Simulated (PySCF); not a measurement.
# C3H6BNO2: the cost of one run

Computed with PySCF 2.14.0, with density-fitted response routines of our own, on a single molecule in the gas phase. Atoms are numbered from 0 throughout.

### Step 1. The molecule as given

13 atoms, charge 0, multiplicity 1; geometry from: GFN2-xTB. The atoms were then displaced at random by about 0.01 Å, so the start is not that level's minimum.

Bonds of the start (Å): N0–C1 1.11, C1–C2 1.43, C2–C3 1.58, C3–B4 1.58, B4–O5 1.33, B4–O6 1.37, C2–H7 1.09, C2–H8 1.06, C3–H9 1.08, C3–H10 1.10, O5–H11 0.97, O6–H12 0.96.

### Step 2. Geometry optimisation at PBE0-D3(BJ)/def2-SVP

Job settings and geometry (Å):

```
{"job": {"xc": "PBE0", "basis": "def2-SVP", "d3": "d3bj", "grid": 1, "shake": 0.01, "kind": "geom"}, "charge": 0, "multiplicity": 1}
N     -3.354520     1.129540     0.247730
C     -2.465160     0.486210     0.070470
C     -1.305090    -0.314500    -0.147130
C      0.013840     0.562060    -0.139970
B      1.323440    -0.289870    -0.377450
O      1.238120    -1.609100    -0.549940
O      2.567030     0.290350    -0.387840
H     -1.206500    -1.058890     0.646330
H     -1.378760    -0.829480    -1.074070
H     -0.119460     1.321190    -0.903150
H      0.026760     1.096340     0.822300
H      2.091170    -2.048300    -0.672380
H      2.574930     1.247570    -0.267710
```

Launch:

```
$ OMP_NUM_THREADS=1 python probes_run.py task.json out
```

The driver reads the jobs from task.json and runs them one after another.

Q: Estimate the wall time and peak memory of this first job on 1 thread of Arm Neoverse V1, shared host.

About 71 s, with a peak of 0.49 GiB.
